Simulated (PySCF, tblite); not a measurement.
# C₂H₈O₃SSi₂: geometry, infrared bands and NMR shifts

What infrared bands and NMR shifts should C₂H₈O₃SSi₂ (`O[Si@]1(O[SiH3])OCCS1`) show?

The runs use tblite 0.8.0 and PySCF 2.14.0, with density-fitted response routines of our own; the level of theory stands in each step. All values are computed, except where a source is named. Atoms are numbered from 0 throughout.

**1. The starting structure**

16 atoms, charge 0, multiplicity 1; geometry from: force field or distance geometry start.

Bonds of the start (Å): O0–Si1 1.70, Si1–O2 1.68, O2–Si3 1.74, Si1–O4 1.75, O4–C5 1.40, C5–C6 1.53, C6–S7 1.83, S7–Si1 2.17, O0–H8 0.99, Si3–H9 1.46, Si3–H10 1.48, Si3–H11 1.47, C5–H12 1.12, C5–H13 1.11, C6–H14 1.09, C6–H15 1.11.

**2. Relaxing the molecule with GFN2-xTB**

Job settings and geometry (Å):

```
{"job": {"kind": "relax", "xc": "GFN2-xTB", "basis": "xTB"}, "charge": 0, "multiplicity": 1}
O     -0.809500     0.716200     1.538000
Si    -0.327800    -0.137000     0.144200
O     -1.591200    -0.781800    -0.760600
Si    -2.992300     0.175300    -0.389100
O      0.872900    -1.332300     0.564900
C      1.951300    -0.486700     0.840000
C      2.502700     0.028100    -0.485700
S      1.071500     1.016200    -1.049800
H     -1.037400     0.050600     2.232700
H     -4.239100    -0.487000    -0.771800
H     -2.912000     0.418600     1.067900
H     -2.834000     1.469200    -1.059300
H      1.510100     0.397000     1.364000
H      2.728500    -0.974600     1.455800
H      2.749800    -0.771900    -1.180800
H      3.348900     0.709100    -0.254400
```

Started as:

```console
$ OMP_NUM_THREADS=1 python probes_run.py task.json out
```

One launch serves the whole session: the jobs run in the order shown.

The log of the run:

```text
step      E/eV     max force
  0    -746.46799    2.870
  1    -746.82527    1.968
  2    -747.14439    1.830
  3    -747.22547    0.791
  4    -747.31675    0.582
  5    -747.37088    0.721
  6    -747.43671    0.805
  7    -747.49364    0.635
  8    -747.53285    0.566
  9    -747.56752    0.645
 10    -747.60418    0.632
 11    -747.63739    0.471
 12    -747.66865    0.496
 13    -747.70231    0.756
 14    -747.74038    0.684
 15    -747.77312    0.394
 16    -747.79490    0.349
 17    -747.81368    0.420
 18    -747.83610    0.574
 19    -747.86177    0.533
 20    -747.88725    0.420
 21    -747.90912    0.358
 22    -747.92732    0.278
 23    -747.94231    0.363
 24    -747.95459    0.274
 25    -747.96534    0.361
 26    -747.97551    0.246
 27    -747.98712    0.245
 28    -747.99433    0.191
 29    -748.00051    0.178
 30    -748.00482    0.223
 31    -748.00856    0.199
 32    -748.01230    0.121
 33    -748.01464    0.144
 34    -748.01683    0.140
 35    -748.01879    0.105
 36    -748.02088    0.108
 37    -748.02275    0.109
 38    -748.02445    0.105
 39    -748.02614    0.103
 40    -748.02813    0.095
 41    -748.03065    0.111
 42    -748.03354    0.166
 43    -748.03642    0.181
 44    -748.03838    0.218
 45    -748.04148    0.163
 46    -748.04410    0.155
 47    -748.05222    0.181
 48    -748.05628    0.202
 49    -748.06054    0.146
 50    -748.06294    0.167
 51    -748.06450    0.276
 52    -748.06677    0.119
 53    -748.06871    0.123
 54    -748.07181    0.144
 55    -748.07408    0.109
 56    -748.07575    0.080
 57    -748.07668    0.101
 58    -748.07759    0.080
 59    -748.07897    0.059
 60    -748.08024    0.075
 61    -748.08115    0.081
 62    -748.08224    0.076
 63    -748.08312    0.065
 64    -748.08379    0.064
 65    -748.08425    0.061
 66    -748.08467    0.047
 67    -748.08504    0.046
 68    -748.08534    0.034
 69    -748.08554    0.025
 70    -748.08568    0.028
 71    -748.08579    0.034
 72    -748.08591    0.025
 73    -748.08607    0.033
 74    -748.08627    0.042
 75    -748.08649    0.044
 76    -748.08670    0.039
 77    -748.08690    0.035
 78    -748.08708    0.030
 79    -748.08726    0.032
 80    -748.08745    0.032
 81    -748.08765    0.038
 82    -748.08787    0.040
 83    -748.08811    0.050
 84    -748.08842    0.051
 85    -748.08882    0.048
 86    -748.08930    0.047
 87    -748.08970    0.037
 88    -748.08992    0.028
 89    -748.09003    0.030
 90    -748.09013    0.031
 91    -748.09024    0.036
 92    -748.09038    0.033
 93    -748.09051    0.023
 94    -748.09056    0.021
 95    -748.09067    0.027
 96    -748.09083    0.038
 97    -748.09119    0.050
 98    -748.09171    0.059
 99    -748.09230    0.050
100    -748.09265    0.123
101    -748.09296    0.091
102    -748.09335    0.049
103    -748.09387    0.078
104    -748.09449    0.118
105    -748.09509    0.094
106    -748.09554    0.097
107    -748.09575    0.061
108    -748.09598    0.057
109    -748.09618    0.071
110    -748.09679    0.097
111    -748.09724    0.108
112    -748.09789    0.112
113    -748.09840    0.106
114    -748.09895    0.099
115    -748.09962    0.089
116    -748.10073    0.142
117    -748.09989    0.373
118    -748.09824    0.691
119    -748.10314    0.105
120    -748.10434    0.047
121    -748.10559    0.120
122    -748.10606    0.211
123    -748.10654    0.123
124    -748.10689    0.088
125    -748.10753    0.071
126    -748.10851    0.108
127    -748.10908    0.063
128    -748.10927    0.118
129    -748.10952    0.051
130    -748.10966    0.037
131    -748.10986    0.028
132    -748.11008    0.021
133    -748.11026    0.043
134    -748.11036    0.034
135    -748.11042    0.025
136    -748.11047    0.023
137    -748.11051    0.014
138    -748.11054    0.015
139    -748.11055    0.013
140    -748.11056    0.006
```

It took 1 s on 1 thread of AMD EPYC 9R45, shared host.

Relaxation path: (not every step is listed)

| step | energy from step 0 (eV) | largest force (eV/Å) |
| --- | --- | --- |
| 0 | 0.0000 | 2.8696 |
| 1 | -0.3573 | 1.9681 |
| 2 | -0.6764 | 1.8295 |
| 3 | -0.7575 | 0.7910 |
| 4 | -0.8488 | 0.5820 |
| 5 | -0.9029 | 0.7213 |
| 6 | -0.9687 | 0.8053 |
| 7 | -1.0257 | 0.6348 |
| 8 | -1.0649 | 0.5664 |
| 20 | -1.4193 | 0.4197 |
| 32 | -1.5443 | 0.1205 |
| 44 | -1.5704 | 0.2178 |
| 56 | -1.6078 | 0.0805 |
| 68 | -1.6173 | 0.0335 |
| 80 | -1.6195 | 0.0323 |
| 92 | -1.6224 | 0.0328 |
| 104 | -1.6265 | 0.1182 |
| 116 | -1.6327 | 0.1425 |
| 128 | -1.6413 | 0.1178 |
| 135 | -1.6424 | 0.0247 |
| 136 | -1.6425 | 0.0232 |
| 137 | -1.6425 | 0.0144 |
| 138 | -1.6426 | 0.0149 |
| 139 | -1.6426 | 0.0128 |
| 140 | -1.6426 | 0.0058 |

Close pairs (by a distance rule), those that changed most:

| bond | before (Å) | after (Å) | change (Å) |
| --- | --- | --- | --- |
| Si1–O4 | 1.746 | 1.615 | -0.131 |
| O2–Si3 | 1.737 | 1.625 | -0.112 |
| O0–Si1 | 1.704 | 1.618 | -0.086 |
| Si1–O2 | 1.682 | 1.606 | -0.077 |
| O0–H8 | 0.989 | 0.953 | -0.036 |
| Si1–S7 | 2.171 | 2.141 | -0.030 |
| C6–H15 | 1.111 | 1.087 | -0.023 |
| C5–H12 | 1.118 | 1.096 | -0.022 |

The next job starts from the end point, and lists it.

**3. Infrared spectrum with GFN2-xTB**

Job settings and geometry (Å):

```
{"job": {"kind": "ir", "xc": "GFN2-xTB", "basis": "xTB"}, "charge": 0, "multiplicity": 1}
O     -0.617617     0.851984     2.197181
Si    -0.223246     0.204406     0.768017
O     -1.504976    -0.319165    -0.045189
Si    -3.004822    -0.029763    -0.600616
O      0.781544    -1.037529     1.002812
C      2.131704    -0.799674     0.711164
C      2.261845     0.075916    -0.526794
S      1.081008     1.457951    -0.377865
H     -1.257287     1.555156     2.265531
H     -3.334676    -1.264642    -1.299141
H     -3.851861     0.238174     0.563007
H     -2.940494     1.144571    -1.469223
H      2.598222    -0.303905     1.569791
H      2.611156    -1.768905     0.549609
H      1.999043    -0.483376    -1.424494
H      3.262859     0.487746    -0.627718
```

The log of the run:

```text
mode    cm-1     km/mol
  1       6.7      0.74
  2      42.0      1.72
  3      51.9      1.43
  4      78.0      6.37
  5     151.3     15.15
  6     170.5     56.31
  7     208.1     19.06
  8     234.7     20.50
  9     243.9     55.51
 10     274.3     17.56
 11     361.6     50.62
 12     490.7     26.47
 13     522.3      9.06
 14     606.8     41.21
 15     617.0     73.57
 16     660.8    144.73
 17     701.8      0.85
 18     746.1    201.29
 19     773.6    325.59
 20     782.0     55.66
 21     810.7    475.18
 22     842.1    229.58
 23     864.3      3.01
 24     934.9    183.86
 25     987.5     33.04
 26    1015.0      4.95
 27    1104.1    731.92
 28    1113.0    125.79
 29    1155.1     38.74
 30    1190.0      5.41
 31    1247.5     21.22
 32    1319.3      6.59
 33    1442.6      1.53
 34    1476.1      0.63
 35    2240.2    363.40
 36    2266.6    195.00
 37    2311.1    206.01
 38    2923.2     34.56
 39    2957.8     31.93
 40    2984.6     19.35
 41    3024.6      8.41
 42    3675.8     38.54
```

It took 0.57 s on 1 thread of AMD EPYC 9R45, shared host.

The strongest bands and the atoms that carry them (share of the mass-weighted mode):

| cm⁻¹ | km/mol | atoms |
| --- | --- | --- |
| 746 | 201.3 | H9 60 %, H10 18 %, H11 16 % |
| 774 | 325.6 | H8 49 %, H11 15 %, H10 12 % |
| 811 | 475.2 | H10 28 %, H11 27 %, H9 22 % |
| 842 | 229.6 | Si1 23 %, O4 18 %, H8 16 %, O0 13 % |
| 1104 | 731.9 | O2 47 %, Si1 14 %, C5 13 %, O4 11 % |
| 2240 | 363.4 | H10 81 %, H11 15 % |
| 2267 | 195.0 | H11 81 %, H10 16 % |
| 2311 | 206.0 | H9 96 % |

**4. Nuclear shieldings: PBE0/pcSseg-1**

Same as in step 3 but for these lines:

```diff
@@ -1,2 +1,2 @@
-{"job": {"kind": "ir", "xc": "GFN2-xTB", "basis": "xTB"}, "charge": 0, "multiplicity": 1}
+{"job": {"kind": "nmr", "xc": "PBE0", "basis": "pcSseg-1"}, "charge": 0, "multiplicity": 1}
 O     -0.617617     0.851984     2.197181
```

With the program's defaults for keys left out, this is: GIAO PBE0/pcSseg-1 NMR shielding, non-relativistic, gas phase.

The log of the run:

```text
coarse grid: 15264 points
cycle   1  E = -1282.9803027008  dE =  1.312e+00  |g| = 1.127e+00  |ddm| = 3.819e+00
cycle   2  E = -1282.7042143041  dE =  2.761e-01  |g| = 1.670e+00  |ddm| = 1.958e+00
cycle   3  E = -1283.1966861284  dE = -4.925e-01  |g| = 1.190e-01  |ddm| = 1.330e+00
cycle   4  E = -1283.1993867332  dE = -2.701e-03  |g| = 5.774e-02  |ddm| = 1.758e-01
cycle   5  E = -1283.2000279958  dE = -6.413e-04  |g| = 1.551e-02  |ddm| = 5.529e-02
cycle   6  E = -1283.2000701553  dE = -4.216e-05  |g| = 4.262e-03  |ddm| = 1.507e-02
cycle   7  E = -1283.2000733072  dE = -3.152e-06  |g| = 7.763e-04  |ddm| = 3.960e-03
final grid: 134616 points
cycle   8  E = -1283.2791336952  dE = -1.933e-05  |g| = 1.235e-02  |ddm| = 2.289e-02
cycle   9  E = -1283.2791030429  dE =  3.065e-05  |g| = 1.780e-02  |ddm| = 1.943e-02
cycle  10  E = -1283.2791609974  dE = -5.795e-05  |g| = 9.777e-04  |ddm| = 1.211e-02
cycle  11  E = -1283.2791611922  dE = -1.949e-07  |g| = 2.532e-04  |ddm| = 1.145e-03
cycle  12  E = -1283.2791612053  dE = -1.304e-08  |g| = 7.841e-05  |ddm| = 2.928e-04
cycle  13  E = -1283.2791612064  dE = -1.120e-09  |g| = 2.376e-05  |ddm| = 7.666e-05
cycle  14  E = -1283.2791612065  dE = -1.278e-10  |g| = 5.296e-06  |ddm| = 2.497e-05
converged SCF energy = -1283.2791612065

GIAO shielding tensors (ppm)
atom      isotropic    diamagn.    paramagn.     s11        s22        s33       span
  0 O      273.050     387.784    -114.734    237.227    278.689    303.234     66.007
  1 Si     384.787     881.745    -496.958    364.924    388.721    400.715     35.791
  2 O      273.383     400.633    -127.250    214.832    293.267    312.050     97.218
  3 Si     391.561     879.924    -488.363    355.437    361.697    457.549    102.112
  4 O      263.795     398.087    -134.292    197.228    261.676    332.481    135.252
  5 C      119.762     241.586    -121.823     92.421    113.904    152.962     60.541
  6 C      147.809     253.848    -106.039    113.893    162.049    167.484     53.591
  7 S      676.039    1060.425    -384.386    596.387    636.477    795.254    198.867
  8 H       29.369      31.598      -2.229     21.519     23.924     42.663     21.144
  9 H       26.618      28.855      -2.237     22.714     24.821     32.320      9.605
 10 H       26.556      28.702      -2.146     22.694     25.115     31.860      9.166
 11 H       26.540      29.549      -3.009     22.628     25.555     31.437      8.808
 12 H       27.900      28.289      -0.389     22.593     25.990     35.118     12.525
 13 H       27.546      27.690      -0.144     22.524     26.098     34.017     11.493
 14 H       28.404      32.195      -3.790     22.703     26.120     36.390     13.688
 15 H       28.976      29.930      -0.954     23.145     26.543     37.242     14.097
```

Run time: 29 s. Hardware: 1 thread of AMD EPYC 9R45, shared host; peak memory 0.88 GiB.

The references, computed at this level on geometries of the same kind, shield at (ppm): 1H TMS 31.72, 13C TMS 186.9, 29Si TMS 349.2, 17O H2O 336.1, 33S CS2 504. Their shielding less the atom's gives the shift. The references are single molecules in the gas phase, so shifts against H2O, NH3, PH3, H3PO4 or CFCl3 are not on the usual liquid scales and can be off by tens of ppm. Atoms listed in one row are averaged.

| atoms | environment | σ (ppm) | δ (ppm) | δ scaled to CDCl3 |
| --- | --- | --- | --- | --- |
| C5 | sp3 CH2 bonded to O | 119.8 | 67.2 | 63.6 |
| C6 | sp3 CH2 bonded to S | 147.8 | 39.1 | 31.9 |
| H9, H10, H11 | hydrogen on a silicon bonded to O | 26.57 | 5.15 | – |
| H13 | hydrogen on an sp3 CH2 bonded to O | 27.55 | 4.17 | 4.04 |
| H12 | hydrogen on an sp3 CH2 bonded to O | 27.90 | 3.82 | 3.70 |
| H14 | hydrogen on an sp3 CH2 bonded to S | 28.40 | 3.31 | 3.23 |
| H15 | hydrogen on an sp3 CH2 bonded to S | 28.98 | 2.74 | 2.69 |
| H8 | hydrogen on an oxygen bonded to Si | 29.37 | 2.35 | – |
| O4 | oxygen bonded to C, Si, in a 5-membered ring | 263.8 | 72.3 | – |
| O0 | oxygen bonded to Si, H | 273.1 | 63.0 | – |
| O2 | oxygen bonded to 2 Si | 273.4 | 62.7 | – |
| Si1 | silicon bonded to 3 O, S, in a 5-membered ring | 384.8 | -35.6 | – |
| Si3 | silicon bonded to O, 3 H | 391.6 | -42.4 | – |
| S7 | sulfur bonded to C, Si, in a 5-membered ring | 676 | -172 | – |

The scaled column applies a straight-line fit of computed shieldings to shifts measured in CDCl3, with any fitted terms for Cl, Br or S neighbours (root-mean-square error 0.16 ppm for H, 1.9 ppm for C).

Charges from the same density, by scheme (e):

| atoms | Mulliken | IAO | Hirshfeld | ESP fit |
| --- | --- | --- | --- | --- |
| O0 | -0.52 | -0.78 | -0.30 | -0.75 |
| Si1 | 1.23 | 1.49 | 0.49 | 1.12 |
| O2 | -0.70 | -0.88 | -0.30 | -0.54 |
| Si3 | 0.72 | 0.89 | 0.40 | 0.61 |
| O4 | -0.59 | -0.64 | -0.23 | -0.40 |
| C5 | 0.08 | -0.05 | 0.01 | -0.11 |
| C6 | -0.35 | -0.34 | -0.07 | -0.19 |
| S7 | -0.35 | -0.25 | -0.13 | -0.39 |

Mayer bond orders: O0–Si1 1.08, Si1–O2 1.00, O2–Si3 0.90, Si1–O4 1.02, O4–C5 0.89, C5–C6 1.02, C6–S7 0.99, S7–Si1 0.91.

Ring of atoms Si1, O4, C5, C6, S7: NICS(0) -8.0, NICS(1) -3.7, NICS(1)zz -1.9 ppm (means of both faces).

The fields below are evaluated on a grid from the run's orbitals.

Frontier orbitals at PBE0/pcSseg-1, with the share of their density that lies nearest to each atom:

| orbital | energy (eV) | lies on |
| --- | --- | --- |
| HOMO | -6.85 | S7 78 % |
| LUMO | -0.09 | 4 H atoms about 14 % each; Si3 14 %; O2 12 % |

ELF in a plane through or near 6 of the atoms.

Ten even steps from ' ' (0.00) to '@' (1.00):
```
                                                        
                                                        
                                                        
                          ----::                        
                        --##%%##++::                    
              ....      --##%%%%##==                    
            ##@@@@**      ++######--    ..##%%++        
          ..@@@@@@%%  ..::..--++==      ##@@@@@@##      
            %%@@@@%%..::==..##..::::....%%@@@@@@@@::    
            ..==**++--..==..**..%%##**::**@@@@@@%%::    
              ::##@@++  ::::..##**++##::##..%%**::      
              ::==**==      ..++%%%%====##::....        
              ..==%%%%--      --**++::  ..::--..        
              ..%%@@@@%%        ..  ..--****==..        
              ..##@@@@##              ::----..          
                ..++==..                ....            
                                                        
                                                        
                                                        
                                                        
```
The map spans 12.8 Å across and 10.2 Å up, centred on the molecule. Atoms in the plane (x, y in Å): O0 (0.5, 2.2), Si1 (0.2, 0.6), O2 (1.5, -0.3), Si3 (3.0, -0.7), H10 (3.8, 0.6), H12 (-2.7, 1.1).

log10 of the density (e/Å³) in the same plane.

Values, 10 rows by 14 columns:
```
-4.0 -4.0 -4.0 -4.0 -4.0 -4.0 -4.0 -4.0 -4.0 -4.0 -4.0 -4.0 -4.0 -4.0
-4.0 -4.0 -4.0 -4.0 -4.0 -4.0 -3.4 -2.5 -2.7 -4.0 -4.0 -4.0 -4.0 -4.0
-4.0 -4.0 -4.0 -3.4 -3.0 -3.0 -1.5 -0.2 -0.6 -2.0 -3.4 -3.5 -3.9 -4.0
-4.0 -4.0 -3.3 -1.7 -1.1 -1.8 -1.1  0.5  0.0 -1.8 -2.1 -1.9 -2.6 -3.8
-4.0 -4.0 -2.9 -1.0  0.1 -0.7 -0.4  1.3 -0.5 -1.1 -0.7 -0.4 -1.6 -3.2
-4.0 -4.0 -2.8 -1.3  0.0 -0.2 -0.7 -0.5  0.6  0.1  1.0 -0.5 -1.8 -3.3
-4.0 -4.0 -2.9 -1.6 -0.5 -0.4 -1.5 -1.5 -0.8 -0.7 -0.1 -0.9 -2.2 -3.7
-4.0 -4.0 -3.9 -2.6 -1.5 -1.2 -2.3 -3.3 -2.9 -2.0 -1.4 -1.9 -2.8 -4.0
-4.0 -4.0 -4.0 -3.8 -3.1 -3.0 -3.6 -4.0 -4.0 -3.2 -2.9 -3.1 -3.8 -4.0
-4.0 -4.0 -4.0 -4.0 -4.0 -4.0 -4.0 -4.0 -4.0 -4.0 -4.0 -4.0 -4.0 -4.0
```
The map spans 12.8 Å across and 10.2 Å up, centred on the molecule. Atoms in the plane (x, y in Å): O0 (0.5, 2.2), Si1 (0.2, 0.6), O2 (1.5, -0.3), Si3 (3.0, -0.7), H10 (3.8, 0.6), H12 (-2.7, 1.1).

On the surface of density 0.002 e/bohr³ the electrostatic potential runs, from the 1st to the 99th percentile, from -1.39 V near O4 to 2.31 V near H8.

**5. Results**

```
                                                              quantity                                   value
                             strongest single infrared mode (GFN2-xTB)                   1104 cm⁻¹, 732 km/mol
                                          zero-point energy (GFN2-xTB)                           65.2 kcal/mol
                                13C shifts against TMS (PBE0/pcSseg-1)                          67.2, 39.1 ppm
1H shifts against TMS (PBE0/pcSseg-1, means over atoms taken as alike)  5.15, 4.17, 3.82, 3.31, 2.74, 2.35 ppm
                                17O shifts against H2O (PBE0/pcSseg-1)                    72.3, 63.0, 62.7 ppm
                               29Si shifts against TMS (PBE0/pcSseg-1)                        -35.6, -42.4 ppm
                                33S shifts against CS2 (PBE0/pcSseg-1)                                -172 ppm
                                 surface potential, 1st and 99th percentile                      -1.39 V and 2.31 V
```

In words: Relaxing lowered the energy by 1.643 eV in 140 steps; the close pair that moved most is Si1–O4, from 1.746 to 1.615 Å. No mode is imaginary among the 42: a minimum at this level. The strongest single mode, at 1104 cm⁻¹, has its largest shares on O2, Si1, C5 and O4 (the list is cut at 4 atoms). GFN2-xTB is a fitted tight-binding method: band positions and strengths are rough. Its intensities can rank the bands wrongly. At PBE0/pcSseg-1: Shielding is most anisotropic at S7 (span 199 ppm, paramagnetic term -384 ppm).
